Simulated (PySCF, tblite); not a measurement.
**C3H10BNOP radical: geometry, infrared bands and EPR parameters**

Aim: predict the infrared bands and EPR parameters of C3H10BNOP radical (`COB([PH])N(C)C`).

Programs: tblite 0.8.0 and PySCF 2.14.0, with density-fitted response routines of our own. Each step states its level of theory. These are calculated values for one molecule in the gas phase, unless marked as measured. Atoms are numbered from 0 throughout.

**1. The starting structure**

17 atoms, charge 0, multiplicity 2; geometry from: force field or distance geometry start.

Bonds of the start (Å): C0–O1 1.40, O1–B2 1.45, B2–P3 1.90, B2–N4 1.54, N4–C5 1.47, N4–C6 1.45, C0–H7 1.11, C0–H8 1.12, C0–H9 1.11, P3–H10 1.42, C5–H11 1.12, C5–H12 1.10, C5–H13 1.10, C6–H14 1.11, C6–H15 1.11, C6–H16 1.10.

**2. Geometry optimisation with GFN2-xTB**

Job settings and geometry (Å):

```
{"job": {"kind": "relax", "xc": "GFN2-xTB", "basis": "xTB"}, "charge": 0, "multiplicity": 2}
C      2.444300    -0.463000    -0.123600
O      1.067200    -0.581100    -0.334800
B      0.342100     0.642500    -0.038800
P      0.870800     2.342100    -0.712000
N     -1.153800     0.438000     0.274800
C     -1.732100    -0.143800    -0.943700
C     -1.158000    -0.596300     1.293800
H      2.911700    -1.401300    -0.488300
H      2.707900    -0.378000     0.958300
H      2.865900     0.384000    -0.704300
H     -0.017200     3.296300    -0.158500
H     -2.692200    -0.621300    -0.622300
H     -1.098900    -0.965200    -1.318900
H     -1.927900     0.611300    -1.716400
H     -0.183600    -0.634500     1.827000
H     -1.949600    -0.374400     2.044000
H     -1.303500    -1.543400     0.753600
```

Started as:

```sh
OMP_NUM_THREADS=1 python probes_run.py task.json out
```

One launch serves the whole session: the jobs run in the order shown.

**Question.** This job is followed by: GFN2-xTB harmonic vibrations, gas phase; UKS B3LYP, pcH-1 on B C H N O P, non-relativistic, mean-field spin-orbit, GIAO. Predict these results of the whole session: strongest single infrared mode (GFN2-xTB); zero-point energy (GFN2-xTB); g(iso) (B3LYP); ⟨S²⟩; largest a(iso) (averaged by class); surface potential, 1st and 99th percentile.

**Answer**, as computed:

```
                                 quantity                  value
strongest single infrared mode (GFN2-xTB)  1221 cm⁻¹, 351 km/mol
             zero-point energy (GFN2-xTB)          83.9 kcal/mol
                           g(iso) (B3LYP)                2.01150
                                     ⟨S²⟩     0.754 (exact 0.75)
       largest a(iso) (averaged by class)   31P on P3, 130.3 MHz
    surface potential, 1st and 99th percentile     -0.98 V and 0.70 V
```

In words: The optimisation took 114 steps and gained 1.622 eV; among the close pairs (by a distance rule), B2–N4 changed most, from 1.542 to 1.407 Å. All 45 modes are real, so the xTB geometry is a minimum. The strongest single mode, at 1221 cm⁻¹, is carried by O1, B2, C0. GFN2-xTB is a fitted tight-binding method: band positions and strengths are rough. Its intensities can rank the bands wrongly. P3 carries the largest spin population, 0.99 e. The isotropic g lies 9.2 ppt above the free-electron value.
